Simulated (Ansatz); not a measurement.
**C₂H₆O₃Si: one species, many methods**

How much do the methods differ for C₂H₆O₃Si? The plan is to run it at one geometry with functionals of several rungs and with coupled cluster. The yardstick is the atomisation energy at the CCSD(T) limit.

Method: functionals in def2-TZVPP, the program's frozen cores in correlated methods; program: Ansatz 0.2.0, Gaussian basis.

The runs, in order: LDA (SPW92), PBE-D4, revPBE-D4, BLYP-D4, r2SCAN-D4, B97M-V, PBE0-D4, B3LYP-D4, r2SCANh-D4, r2SCAN0-D4, HSE06-D4, BHLYP-D4, CAM-B3LYP-D4, LC-ωPBE, ωB97X-V, ωB97M-V, B2PLYP, PBE-QIDH; CCSD(T)/def2-SVP; CCSD(T)/def2-TZVPP; MP2/def2-QZVPP; extrapolation to the limit; RPA on PBE.

## 1. The geometry

The geometry comes from an earlier relaxation with PBE0-D4 in a triple-zeta def2 set; it is a stationary point, not always the lowest conformer.

SMILES `C=C[Si](O)(O)O`, 12 atoms, charge 0, spin multiplicity 1.

Atoms are counted from 1 here; the program's logs count them from 0.

Bond lengths: C1–C2 1.331 Å, C1–H7 1.087 Å, C1–H8 1.086 Å, C2–Si3 1.848 Å, C2–H9 1.089 Å, Si3–O4 1.633 Å, Si3–O5 1.643 Å, Si3–O6 1.637 Å, O4–H10 0.959 Å, O5–H11 0.958 Å, O6–H12 0.958 Å. Angles: C2–C1–H7 121.6°, C2–C1–H8 122.3°, H7–C1–H8 116.0°, C1–C2–Si3 123.3°, C1–C2–H9 118.1°, Si3–C2–H9 118.5°, C2–Si3–O4 105.8°, C2–Si3–O5 110.5°, C2–Si3–O6 114.2°, O4–Si3–O5 114.1°, O4–Si3–O6 107.2°, O5–Si3–O6 105.2°, Si3–O4–H10 116.9°, Si3–O5–H11 117.2°, Si3–O6–H12 116.9°.

## 2. LDA

This LDA is Slater exchange with PW92 correlation.

File in.yaml:

```yaml
crystal:
  periodic: [false, false, false]
  atoms:
    - {symbol: C, position_ang: [-1.486984, -1.381065, 0.024026]}
    - {symbol: C, position_ang: [-0.172869, -1.183199, 0.089498]}
    - {symbol: Si, position_ang: [0.606435, 0.490508, 0.011152]}
    - {symbol: O, position_ang: [1.900002, 0.332175, -0.972975]}
    - {symbol: O, position_ang: [-0.485972, 1.611217, -0.490395]}
    - {symbol: O, position_ang: [1.156907, 1.043588, 1.449757]}
    - {symbol: H, position_ang: [-2.182865, -0.554194, -0.090306]}
    - {symbol: H, position_ang: [-1.929618, -2.371304, 0.086674]}
    - {symbol: H, position_ang: [0.471995, -2.052051, 0.209700]}
    - {symbol: H, position_ang: [2.558905, 1.027829, -0.939262]}
    - {symbol: H, position_ang: [-0.886283, 1.478093, -1.350563]}
    - {symbol: H, position_ang: [0.527248, 1.503203, 2.006694]}
basis:
  gaussian: {orbitals: def2-TZVPP}
hamiltonian: {xc: lda}
output: {orbitals: {seedname: orbitals}}
```

Run with:

```console
> ansatz run in.yaml --threads 4 --pin off --events-out ev --progress --plain --max-ram 10444MiB
```

The runs that follow: PBE-D4 (GGA); revPBE-D4 (GGA); BLYP-D4 (GGA); r2SCAN-D4 (meta-GGA); B97M-V (meta-GGA); PBE0-D4 (hybrid); B3LYP-D4 (hybrid); r2SCANh-D4 (hybrid); r2SCAN0-D4 (hybrid); HSE06-D4 (hybrid); BHLYP-D4 (hybrid); CAM-B3LYP-D4 (range-separated); LC-ωPBE (range-separated); ωB97X-V (range-separated); ωB97M-V (range-separated); B2PLYP (double hybrid); PBE-QIDH (double hybrid); CCSD(T) in def2-SVP; CCSD(T) in def2-TZVPP; MP2 in def2-QZVPP; RPA on PBE orbitals.

Before running them: what should the planned runs give, taken together? Wanted: atomisation energy, CCSD(T)/CBS; farthest beyond LDA; mean size of error, GGA; mean size of error, meta-GGA; mean size of error, hybrid; mean size of error, range-separated; mean size of error, double hybrid; gap, smallest and largest; T1 diagnostic.

The runs gave:

| quantity | value |
| --- | --- |
| atomisation energy, CCSD(T)/CBS | 5056.8 kJ/mol |
| functionals within 25.3 kJ/mol (0.5 %) | r2SCAN-D4, CAM-B3LYP-D4, ωB97M-V |
| farthest beyond LDA | BHLYP-D4 (-213.4 kJ/mol) |
| mean size of error, GGA | 56.9 kJ/mol |
| mean size of error, meta-GGA | 21.4 kJ/mol |
| mean size of error, hybrid | 87.4 kJ/mol |
| mean size of error, range-separated | 22.9 kJ/mol |
| mean size of error, double hybrid | 74.2 kJ/mol |
| gap, smallest and largest | 5.35 eV (LDA (SPW92)), 12.75 eV (LC-ωPBE) |
| T1 diagnostic | 0.0116 |
| triples share of the correlation energy | 3.7 % |

**Reading.** LDA overbinds by 722.6 kJ/mol (14 %). PBE-D4 misses by +62.5 kJ/mol. Double hybrids carry the basis error of their MP2 part in triple zeta, and no dispersion term here, so their miss is partly the set-up's. The rungs meta-GGA, range-separated miss on average by less than the doubt on the reference (25.3 kJ/mol), so they tie. Misses under about 25.3 kJ/mol are within the doubt on the reference itself, which lacks core-valence correlation, relativity and higher excitations. Hartree-Fock recovers 72 % of the binding; the rest is correlation. CCSD(T) in def2-SVP is off by -375.7 kJ/mol, which most functionals beat. The gap grows from 5.4 to 12.7 eV across the functionals, mostly with the share of exact exchange.
